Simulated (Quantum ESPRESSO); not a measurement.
# Ge (I4_1/amd) in Quantum ESPRESSO: single point with LDA

Aim: the single point of Ge with LDA.

All numbers are computed with Quantum ESPRESSO 7.5; they aren't measurements. Logs are shortened: lines on timing, memory, paths and dates and some standing lists are left out, and cuts for length are marked.

### 1 The structure

The structure is tetragonal, space group I4_1/amd (No. 141). The conventional cell has a = 4.057 Å, b = 4.057 Å, c = 5.476 Å, α = 90.00°, β = 90.00°, γ = 90.00°. Around Ge (site symmetry -4m2) lie 4 Ge at 2.45 Å.

This isn't the form of Ge at room conditions, which is diamond.

### 2 Single point, LDA

pw.in reads:

```
&CONTROL
  calculation = 'scf'
  prefix = 'pwscf'
  outdir = './tmp'
  pseudo_dir = './pseudo'
  tprnfor = .true.
  tstress = .true.
  disk_io = 'nowf'
/
&SYSTEM
  ibrav = 0
  nat = 2
  ntyp = 1
  ecutwfc = 78
  nbnd = 21
  occupations = 'smearing'
  smearing = 'gaussian'
  degauss = 0.00073499
/
&ELECTRONS
  conv_thr = 4d-10
  electron_maxstep = 120
  mixing_beta = 0.5
/
ATOMIC_SPECIES
Ge    72.6300 Ge.upf
CELL_PARAMETERS angstrom
   0.0000000000    2.8687500000    2.7382500000
   2.8687500000    0.0000000000    2.7382500000
   2.8687500000    2.8687500000    0.0000000000
ATOMIC_POSITIONS crystal
Ge     0.0000000000    0.0000000000    0.0000000000
Ge     0.2500000000    0.2500000000    0.2500000000
K_POINTS automatic
10 10 10 0 0 0
```

Potentials or basis: PseudoDojo 0.4.1 SR LDA standard.

Started as:

```console
$ OMP_NUM_THREADS=1 pw.x -in pw.in > pw.out
```

pw.out:

```text
This program is part of the open-source Quantum ESPRESSO suite
     for quantum simulation of materials; please cite
[... 9 lines left out ...]
     --------------------
     sticks:   dense  smooth     PW     G-vecs:    dense   smooth      PW
     Sum        1229    1229    365                28265    28265    4555

     Using Slab Decomposition

     bravais-lattice index     =            0
     lattice parameter (alat)  =       7.4943  a.u.
     unit-cell volume          =     304.1481 (a.u.)^3
     number of atoms/cell      =            2
     number of atomic types    =            1
     number of electrons       =        28.00
     number of Kohn-Sham states=           21
     kinetic-energy cutoff     =      78.0000  Ry
     charge density cutoff     =     312.0000  Ry
     scf convergence threshold =      4.0E-10
     mixing beta               =       0.5000
     number of iterations used =            8  plain     mixing
     Exchange-correlation= SLA  PW   NOGX NOGC
                           (   1   4   0   0   0   0   0)

     celldm(1)=   7.494316  celldm(2)=   0.000000  celldm(3)=   0.000000
     celldm(4)=   0.000000  celldm(5)=   0.000000  celldm(6)=   0.000000

     crystal axes: (cart. coord. in units of alat)
               a(1) = (   0.000000   0.723368   0.690462 )
               a(2) = (   0.723368   0.000000   0.690462 )
               a(3) = (   0.723368   0.723368   0.000000 )

     reciprocal axes: (cart. coord. in units 2 pi/alat)
               b(1) = ( -0.691211  0.691211  0.724153 )
               b(2) = (  0.691211 -0.691211  0.724153 )
               b(3) = (  0.691211  0.691211 -0.724153 )

     PseudoPot. # 1 for Ge read from file:
     Ge.upf
     Pseudo is Norm-conserving + core correction, Zval = 14.0
     Generated using ONCVPSP code by D. R. Hamann
     Using radial grid of 1524 points,  6 beta functions with:
                l(1) =   0
                l(2) =   0
                l(3) =   1
                l(4) =   1
                l(5) =   2
                l(6) =   2

     atomic species   valence    mass     pseudopotential
     Ge               14.00    72.63000     Ge( 1.00)

     16 Sym. Ops., with inversion, found ( 8 have fractional translation)

   Cartesian axes

     site n.     atom                  positions (alat units)
         1        Ge     tau(   1) = (   0.0000000   0.0000000   0.0000000  )
         2        Ge     tau(   2) = (   0.3616842   0.3616842   0.3452311  )

     number of k points=   102  Gaussian smearing, width (Ry)=  0.0007

     Number of k-points >= 100: set verbosity='high' to print them.

     Dense  grid:    28265 G-vectors     FFT dimensions: (  48,  48,  48)

     Initial potential from superposition of free atoms

     starting charge      27.9987, renormalised to      28.0000
     Starting wfcs are   18 randomized atomic wfcs +    3 random wfcs

     Self-consistent Calculation

     iteration #  1     ecut=    78.00 Ry     beta= 0.50
     Davidson diagonalization with overlap
     ethr =  1.00E-02,  avg # of iterations =  5.1

     Threshold (ethr) on eigenvalues was too large:
     Diagonalizing with lowered threshold

     Davidson diagonalization with overlap
     ethr =  1.22E-04,  avg # of iterations =  3.3

     total energy              =    -356.93999031 Ry
     estimated scf accuracy    <       0.03493974 Ry

     iteration #  2     ecut=    78.00 Ry     beta= 0.50
     Davidson diagonalization with overlap
     ethr =  1.25E-04,  avg # of iterations =  1.1

     total energy              =    -356.93887210 Ry
     estimated scf accuracy    <       0.00586664 Ry

     iteration #  3     ecut=    78.00 Ry     beta= 0.50
     Davidson diagonalization with overlap
     ethr =  2.10E-05,  avg # of iterations =  3.2

     total energy              =    -356.93927384 Ry
     estimated scf accuracy    <       0.00008141 Ry

     iteration #  4     ecut=    78.00 Ry     beta= 0.50
     Davidson diagonalization with overlap
     ethr =  2.91E-07,  avg # of iterations =  4.4

     total energy              =    -356.93928403 Ry
     estimated scf accuracy    <       0.00000503 Ry

     iteration #  5     ecut=    78.00 Ry     beta= 0.50
     Davidson diagonalization with overlap
     ethr =  1.79E-08,  avg # of iterations =  1.4

     total energy              =    -356.93928414 Ry
     estimated scf accuracy    <       0.00000032 Ry

     iteration #  6     ecut=    78.00 Ry     beta= 0.50
     Davidson diagonalization with overlap
     ethr =  1.14E-09,  avg # of iterations =  2.0

     total energy              =    -356.93928427 Ry
     estimated scf accuracy    <       0.00000006 Ry

     iteration #  7     ecut=    78.00 Ry     beta= 0.50
     Davidson diagonalization with overlap
     ethr =  2.21E-10,  avg # of iterations =  2.0

     total energy              =    -356.93928428 Ry
     estimated scf accuracy    <          2.5E-09 Ry

     iteration #  8     ecut=    78.00 Ry     beta= 0.50
     Davidson diagonalization with overlap
     ethr =  9.08E-12,  avg # of iterations =  2.0

     End of self-consistent calculation

     Number of k-points >= 100: set verbosity='high' to print the bands.

     the Fermi energy is     9.2489 ev

!    total energy              =    -356.93928428 Ry
     estimated scf accuracy    <          6.1E-11 Ry
     smearing contrib. (-TS)   =      -0.00000000 Ry
     internal energy E=F+TS    =    -356.93928428 Ry

     The total energy is F=E-TS. E is the sum of the following terms:
     one-electron contribution =    -183.66454324 Ry
     hartree contribution      =     110.45667163 Ry
     xc contribution           =     -85.86194551 Ry
     ewald contribution        =    -197.86946717 Ry

     convergence has been achieved in   8 iterations

     Forces acting on atoms (cartesian axes, Ry/au):

     atom    1 type  1   force =    -0.00000000    0.00000000   -0.00000000
     atom    2 type  1   force =     0.00000000   -0.00000000    0.00000000

     Total force =     0.000000     Total SCF correction =     0.000000

     Computing stress (Cartesian axis) and pressure

          total   stress  (Ry/bohr**3)                   (kbar)     P=      -11.22
  -0.00014817   0.00000000   0.00000000          -21.80        0.00        0.00
   0.00000000  -0.00014817  -0.00000000            0.00      -21.80       -0.00
   0.00000000  -0.00000000   0.00006752            0.00       -0.00        9.93

=------------------------------------------------------------------------------=
   JOB DONE.
=------------------------------------------------------------------------------=
```

It took 93 s on 1 thread of Intel Xeon Platinum 8488C (Sapphire Rapids), shared host; peak memory 0.16 GiB.

What came out:

* Free energy: -4856.4064 eV
* Pressure: -1.1 GPa
* Band gap on the k mesh: 0.13 eV, indirect (least direct gap 0.34 eV)

Stress tensor (GPa, compression positive):
```
-2.18  0.00  0.00
 0.00 -2.18  0.00
 0.00  0.00  0.99
```

A k mesh can miss the band edges.
